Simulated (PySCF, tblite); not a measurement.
# C5H9NOSi: geometry, infrared bands and NMR shifts

What infrared bands and NMR shifts should C5H9NOSi (`C=C1[SiH2][C@@H]1NC(C)=O`) show?

Programs: tblite 0.8.0 and PySCF 2.14.0, with density-fitted response routines of our own. Each step states its level of theory. These are calculated values for one molecule in the gas phase, unless marked as measured. Atoms are numbered from 0 throughout.

## (1) The starting structure

17 atoms, charge 0, multiplicity 1; geometry from: force field or distance geometry start.

Bonds of the start (Å): C0–C1 1.34, C1–Si2 1.86, Si2–C3 1.86, C3–N4 1.44, N4–C5 1.43, C5–C6 1.51, C5–O7 1.26, C3–C1 1.51, C0–H8 1.09, C0–H9 1.12, Si2–H10 1.48, Si2–H11 1.46, C3–H12 1.11, N4–H13 1.05, C6–H14 1.12, C6–H15 1.11, C6–H16 1.11.

## (2) Optimising the geometry with GFN2-xTB

The job: settings as JSON, then the geometry in Å.

```
{"job": {"kind": "relax", "xc": "GFN2-xTB", "basis": "xTB"}, "charge": 0, "multiplicity": 1}
C     -2.496100     0.774800     1.600200
C     -1.924900     0.048400     0.632300
Si    -1.879200    -1.481200    -0.429100
C     -0.749600    -0.009400    -0.315200
N      0.570900    -0.163900     0.250600
C      1.687300     0.558500    -0.286600
C      3.021500     0.320200     0.378300
O      1.583800     1.359800    -1.248700
H     -2.034400     1.714400     1.890700
H     -3.439500     0.438000     2.092300
H     -2.874900    -1.513600    -1.522200
H     -1.425300    -2.732700     0.174700
H     -0.846400     0.696100    -1.160200
H      0.711300    -0.825800     1.058900
H      3.608300     1.251300     0.158100
H      2.914000     0.105300     1.462500
H      3.566400    -0.528200    -0.097100
```

The run is started by

```
OMP_NUM_THREADS=1 python probes_run.py task.json out
```

The driver reads the jobs from task.json and runs them one after another.

**Question.** This job is followed by: GFN2-xTB harmonic vibrations, gas phase; GIAO PBE0/pcSseg-1 NMR shielding, non-relativistic, gas phase. What will the session give for the following? strongest single infrared mode (GFN2-xTB); zero-point energy (GFN2-xTB); 13C shifts against TMS (PBE0/pcSseg-1); 1H shifts against TMS (PBE0/pcSseg-1, means over atoms taken as alike); 29Si shifts against TMS (PBE0/pcSseg-1); 15N shifts against NH3 (PBE0/pcSseg-1); 17O shifts against H2O (PBE0/pcSseg-1).

**Answer**, as computed:

| quantity | value |
| --- | --- |
| strongest single infrared mode (GFN2-xTB) | 1738 cm⁻¹, 591 km/mol |
| zero-point energy (GFN2-xTB) | 78.7 kcal/mol |
| 13C shifts against TMS (PBE0/pcSseg-1) | 168.3, 147.8, 134.9, 32.4, 24.4 ppm |
| 1H shifts against TMS (PBE0/pcSseg-1, means over atoms taken as alike) | 6.89, 6.67, 4.58, 3.87, 3.57, 3.27, 1.88 ppm |
| 29Si shifts against TMS (PBE0/pcSseg-1) | -134.2 ppm |
| 15N shifts against NH3 (PBE0/pcSseg-1) | 138.9 ppm |
| 17O shifts against H2O (PBE0/pcSseg-1) | 428.3 ppm |

**Reading.** Relaxing lowered the energy by 0.587 eV in 138 steps; the close pair that moved most is N4–C5, from 1.434 to 1.352 Å. All 45 modes are real, so the xTB geometry is a minimum. The strongest single mode, at 1738 cm⁻¹, moves mainly C5 and O7. Unscaled tight-binding wavenumbers are off by several per cent, some by more. Its intensities can rank the bands wrongly. At PBE0/pcSseg-1: Shielding is most anisotropic at O7 (span 746 ppm, paramagnetic term -496 ppm).
